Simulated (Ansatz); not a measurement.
# Ga4SeS: the cost of one run

Program: Ansatz 0.2.0. Level of theory: DFT PBE, scalar-relativistic, plane waves, PAW. These are calculated values, not measurements.

## Step 1: The starting structure

The structure is cubic, space group F-43m (No. 216). The conventional cell has a = 8.067 Å, b = 8.067 Å, c = 8.067 Å, α = 90.00°, β = 90.00°, γ = 90.00°. Around Ga (site symmetry 3m) lie 6 Ga at 2.84 to 2.87 Å and 3 S at 3.34 Å and 3 Se at 3.35 Å. Se (site symmetry -43m) is surrounded by 12 Ga at 3.35 Å. S (site symmetry -43m) is surrounded by 12 Ga at 3.34 Å.

As a file:

```cif
data_structure
_symmetry_space_group_name_H-M 'P 1'
_symmetry_Int_Tables_number 1
_cell_length_a 5.7043
_cell_length_b 5.7043
_cell_length_c 5.7043
_cell_angle_alpha 60.000
_cell_angle_beta 60.000
_cell_angle_gamma 60.000
_cell_volume 131.25
loop_
_atom_site_label
_atom_site_type_symbol
_atom_site_fract_x
_atom_site_fract_y
_atom_site_fract_z
_atom_site_occupancy
Ga1 Ga 0.87311 0.37563 0.37563 1
Ga2 Ga 0.37563 0.37563 0.37563 1
Ga3 Ga 0.37563 0.87311 0.37563 1
Ga4 Ga 0.37563 0.37563 0.87311 1
Se1 Se 0.00000 0.00000 0.00000 1
S1 S 0.75000 0.75000 0.75000 1
```

The cell is invented: species swapped into a database cell of CeNdAl4 (F-43m, No. 216), with S on the Ce sites, Se on the Nd sites and Ga on the Al sites. Lengths come from tabulated atomic sizes and are only a guess.

## Step 2: Probe: one point on a coarse mesh

The input, input.yaml:

```yaml
crystal:
  lattice:
    - [0.0, 4.03355889, 4.03355889]
    - [4.03355889, 0.0, 4.03355889]
    - [4.03355889, 4.03355889, 0.0]
  atoms:
    - { symbol: Ga, position: [0.873106, 0.37563133, 0.37563133] }
    - { symbol: Ga, position: [0.37563133, 0.37563133, 0.37563133] }
    - { symbol: Ga, position: [0.37563133, 0.873106, 0.37563133] }
    - { symbol: Ga, position: [0.37563133, 0.37563133, 0.873106] }
    - { symbol: Se, position: [0.0, 0.0, 0.0] }
    - { symbol: S, position: [0.75, 0.75, 0.75] }
basis:
  ecutwfc: 420
kpoints:
  mp_grid: { grid: [4, 4, 4] }
hamiltonian:
  xc: pbe
scf:
  occupations: { method: gaussian, width: 0.1 }
  lower_state_search: "off"
output:
  forces: true
  stress: true
  eigenvalues: true
```

Launch:

```
ansatz run input.yaml --threads 1 --pin off --max-ram 2560MiB --backend cpu --events-out ev --progress --plain --runs-dir out
```

What time and memory should one allow on 1 thread of AMD EPYC 9R45 (Zen 5), shared host?

About 1.3 s, with a peak of 0.42 GiB.
